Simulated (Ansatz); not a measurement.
# B6H6S: the cost of one run

The runs use Ansatz 0.2.0, Gaussian basis; RKS PBE0-D4/def2-TZVP.

The runs, in order: a single point at PBE0-D4/def2-TZVP.

2 further runs of the same task are left out: 2 set aside as unsound or not needed. Runs told in other sessions of the task aren't counted.

## (1) The geometry

The singlet was relaxed beforehand with PBE0-D4/def2-SVP.

13 atoms, charge 0, spin multiplicity 1.

Atoms are counted from 1 here; the program's logs count them from 0.

Bond lengths: B1–B5 1.905 Å, B1–B6 1.640 Å, B1–S7 1.852 Å, B1–H8 1.197 Å, B2–B3 1.770 Å, B2–B6 1.770 Å, B2–S7 2.124 Å, B2–H9 1.198 Å, B3–B4 1.640 Å, B3–B5 1.771 Å, B3–B6 1.669 Å, B3–H10 1.198 Å, B4–B5 1.905 Å, B4–S7 1.852 Å, B4–H11 1.197 Å, B5–B6 1.770 Å and more. Angles: B5–B1–B6 59.4°, B5–B1–S7 68.8°, B5–B1–H8 141.3°, B6–B1–S7 111.7°, B6–B1–H8 132.1°, S7–B1–H8 116.2°, B3–B2–B6 56.2°, B3–B2–S7 95.5° and more.

Bonds by kind at the end (by distance):

| bond | count | shortest (Å) | longest (Å) |
| --- | --- | --- | --- |
| B–B | 11 | 1.640 | 1.905 |
| B–S | 4 | 1.852 | 2.124 |
| B–H | 6 | 1.197 | 1.198 |

## (2) Single point, PBE0-D4/def2-TZVP

start.molden holds the orbitals of an earlier run on this state, given as this run's starting guess.

File in.yaml:

```yaml
crystal:
  periodic: [false, false, false]
  atoms:
    - {symbol: B, position_ang: [-0.877754, -1.193627, 0.270315]}
    - {symbol: B, position_ang: [-0.821658, 0.407308, -0.761311]}
    - {symbol: B, position_ang: [0.929694, 0.617977, -0.609520]}
    - {symbol: B, position_ang: [0.107940, 1.383515, 0.585272]}
    - {symbol: B, position_ang: [0.755435, -0.390998, 0.834887]}
    - {symbol: B, position_ang: [0.337428, -0.930502, -0.798769]}
    - {symbol: S, position_ang: [-1.193821, 0.294462, 1.326808]}
    - {symbol: H, position_ang: [-1.570750, -2.146980, 0.478240]}
    - {symbol: H, position_ang: [-1.738995, 0.836421, -1.401622]}
    - {symbol: H, position_ang: [1.807194, 1.191100, -1.189912]}
    - {symbol: H, position_ang: [0.200836, 2.484882, 1.044315]}
    - {symbol: H, position_ang: [1.401428, -0.753169, 1.776785]}
    - {symbol: H, position_ang: [0.663023, -1.800378, -1.555497]}
basis:
  gaussian: {orbitals: def2-TZVP, initial_orbitals: start.molden}
hamiltonian: {xc: pbe0, dispersion: d4}
scf: {omitted_lower_state_checks: [starts]}
output: {orbitals: {seedname: orbitals}}
```

Launch:

```
> ansatz run in.yaml --threads 4 --pin off --events-out ev --progress --plain --max-ram 4787MiB
```

What time and memory should one allow on 4 threads of Arm Neoverse V1, shared host?

About 5 s, with a peak of 0.73 GiB.
